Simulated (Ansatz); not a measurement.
Relaxation of a periodic cell of 33 atoms, Al32Cu (host Al, host structure fcc, interstitial Cu), to a largest force component of 0.03 eV/Å in at most 60 steps.

Level of theory: Ansatz, DFT PBEsol, scalar-relativistic, plane waves, PAW. Settings: PAW set soft_1, cutoff 420 eV, k mesh 3x3x3, fermi-dirac smearing 0.15 eV, no spin polarisation.

```xyz
33
Lattice="8.1000 0.0000 0.0000 0.0000 8.1000 0.0000 0.0000 0.0000 8.1000" Properties=species:S:1:pos:R:3
Al 4.050 0.000 0.000
Al 6.075 2.025 0.000
Al 6.075 0.000 2.025
Al 0.000 0.000 0.000
Al 2.025 2.025 0.000
Al 4.050 4.050 0.000
Al 6.075 6.075 0.000
Al 2.025 0.000 2.025
Al 4.050 2.025 2.025
Al 6.075 4.050 2.025
Al 4.050 0.000 4.050
Al 6.075 2.025 4.050
Al 6.075 0.000 6.075
Al 0.000 4.050 0.000
Al 2.025 6.075 0.000
Al 0.000 2.025 2.025
Al 2.025 4.050 2.025
Al 4.050 6.075 2.025
Al 0.000 0.000 4.050
Al 2.025 2.025 4.050
Al 4.050 4.050 4.050
Al 6.075 6.075 4.050
Al 2.025 0.000 6.075
Al 4.050 2.025 6.075
Al 6.075 4.050 6.075
Al 0.000 6.075 2.025
Al 0.000 4.050 4.050
Al 2.025 6.075 4.050
Al 0.000 2.025 6.075
Al 2.025 4.050 6.075
Al 4.050 6.075 6.075
Al 0.000 6.075 6.075
Cu 2.044 4.029 4.063
```

Task: Where does it end, and by what steps?

Result: It converged. The force dipped under the threshold on the way, but the program's further checks kept it going. Limits of this set-up: coarse k mesh, PAW files made for another functional, a small cell, in which the defect meets its images, a typed lattice constant that wasn't relaxed here. After 4 steps the energy has fallen by 3.697 eV; Al20 moved furthest, 0.30 Å.

```json
{"step": "0", "energy less start (eV)": "0.0000", "largest force component (eV/Å)": "5.331", "accepted": "yes"}
{"step": "1", "energy less start (eV)": "-3.3217", "largest force component (eV/Å)": "1.221", "accepted": "yes"}
{"step": "2", "energy less start (eV)": "-3.6450", "largest force component (eV/Å)": "0.398", "accepted": "yes"}
{"step": "3", "energy less start (eV)": "-3.6969", "largest force component (eV/Å)": "0.021", "accepted": "yes"}
{"step": "4", "energy less start (eV)": "-3.6969", "largest force component (eV/Å)": "0.021", "accepted": "yes"}
```

```xyz
33
Lattice="8.1000 0.0000 0.0000 0.0000 8.1000 0.0000 0.0000 0.0000 8.1000" Properties=species:S:1:pos:R:3
Al 4.070 0.000 0.000
Al 6.075 2.005 0.000
Al 6.075 0.000 2.006
Al -0.019 0.000 0.000
Al 2.026 1.961 0.001
Al 4.114 4.049 0.001
Al 6.075 6.094 0.000
Al 2.026 -0.002 1.960
Al 4.061 2.014 2.015
Al 6.077 4.049 1.960
Al 4.114 -0.002 4.051
Al 6.077 1.961 4.051
Al 6.075 0.000 6.095
Al -0.065 4.049 0.001
Al 2.026 6.140 0.001
Al -0.011 2.012 2.014
Al 2.024 4.051 1.730
Al 4.063 6.086 2.014
Al -0.065 -0.002 4.051
Al 2.024 1.721 4.049
Al 4.354 4.052 4.049
Al 6.077 6.140 4.051
Al 2.026 -0.002 6.139
Al 4.059 2.016 6.084
Al 6.077 4.049 6.139
Al -0.013 6.088 2.012
Al -0.294 4.051 4.049
Al 2.024 6.369 4.049
Al -0.010 2.014 6.086
Al 2.024 4.051 6.378
Al 4.061 6.085 6.086
Al -0.011 6.086 6.088
Cu 2.031 4.044 4.055
```

Whether the end is a true minimum wasn't checked by a vibrational analysis.

The run took 71 s on 4 threads of Arm Neoverse V2 (shared host), peak memory 1.5 GiB.
